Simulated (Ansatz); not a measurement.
# GaH₄+ (triplet): wB97M-V, HSE06 over a scan of the distance Ga1–H4, cc-pVDZ

How well do these functionals follow the top wave-function level for GaH₄+ (triplet) over a scan of the distance Ga1–H4?

Computed with Ansatz 0.2.0, Gaussian basis. Level: cc-pVDZ, all electrons in the functionals.

Plan: wB97M-V, HSE06, at 1.305 Å; 1.511 Å; 1.643 Å; 1.794 Å; 2.011 Å; 2.307 Å; 2.655 Å; 3.022 Å; 3.679 Å; 4.480 Å; 5.611 Å.

29 further runs of the same task are left out: 10 for a known fault of the program, 12 that didn't finish, 7 set aside as unsound or not needed. Runs told in other sessions of the task aren't counted.

## Step 1: The geometry

The geometry derives from a PBE0/def2-TZVP stationary point (not a proven minimum). One bond is set to the value named and the two fragments are kept rigid. No spin-orbit coupling is included. The filled d shell of Ga may be among the frozen orbitals whatever the setting's name suggests.

5 atoms, charge 1, spin multiplicity 3.

Atoms are counted from 1 here; the program's logs count them from 0.

Bond lengths: Ga1–H2 1.643 Å, Ga1–H3 1.643 Å, Ga1–H4 1.643 Å, Ga1–H5 1.643 Å. Angles: H2–Ga1–H3 69.0°, H2–Ga1–H4 132.8°, H2–Ga1–H5 132.8°, H3–Ga1–H4 132.8°, H3–Ga1–H5 132.8°, H4–Ga1–H5 69.0°.

No dispersion term is added; wB97M-V holds VV10 nonlocal correlation. HSE06 is the plane-wave form.

The geometry shown and the zero of energy belong to the point 1.643 Å. The yardstick, FCI, and other wave-function levels (R restricted, U unrestricted, valence and pair active spaces) come from earlier runs.

## Step 2: wB97M-V, 1.305 Å

File in.yaml:

```yaml
crystal:
  periodic: [false, false, false]
  atoms:
    - {symbol: Ga, position_ang: [-0.001839, 0.001835, -0.003821]}
    - {symbol: H, position_ang: [0.650665, 0.665940, 1.350048]}
    - {symbol: H, position_ang: [-0.664354, -0.652259, 1.350060]}
    - {symbol: H, position_ang: [-0.521335, 0.520068, -1.082979]}
    - {symbol: H, position_ang: [0.662257, -0.660671, -1.352828]}
basis:
  gaussian: {orbitals: cc-pVDZ}
total_charge: 1
magnetization: {spin_polarized: true, initial_magnetization: 2}
hamiltonian: {xc: {name: wB97M-V}}
output: {orbitals: {seedname: orbitals}}
```

On the command line:

```
$ ansatz run in.yaml --threads 1 --pin off --events-out ev --progress --plain --max-ram 2393MiB
```

Further steps of the session: wB97M-V, 1.511 Å; wB97M-V, 1.643 Å; wB97M-V, 1.794 Å; wB97M-V, 2.011 Å; wB97M-V, 2.307 Å; wB97M-V, 2.655 Å; wB97M-V, 3.022 Å; wB97M-V, 3.679 Å; wB97M-V, 4.480 Å; wB97M-V, 5.611 Å; HSE06, 1.305 Å; HSE06, 1.511 Å; HSE06, 1.643 Å; HSE06, 1.794 Å; HSE06, 2.011 Å; HSE06, 2.307 Å; HSE06, 2.655 Å; HSE06, 3.022 Å; HSE06, 3.679 Å; HSE06, 4.480 Å; HSE06, 5.611 Å.

**Question.** What will the summary of the whole plan be? Wanted: span of the FCI curve; largest miss, wB97M-V; largest miss, HSE06.

The runs gave:

| quantity | value |
| --- | --- |
| span of the FCI curve | 1.024 eV |
| largest miss, wB97M-V | +0.271 eV (5.611 Å) |
| largest miss, HSE06 | +0.305 eV (5.611 Å) |

**Reading.** Of the functionals, wB97M-V keep the smallest largest miss at the points compared (at most 0.271 eV) and HSE06 strays most (0.305 eV, at 5.611 Å). Functionals and the yardstick converge differently with the basis, so part of each miss in cc-pVDZ is the basis.
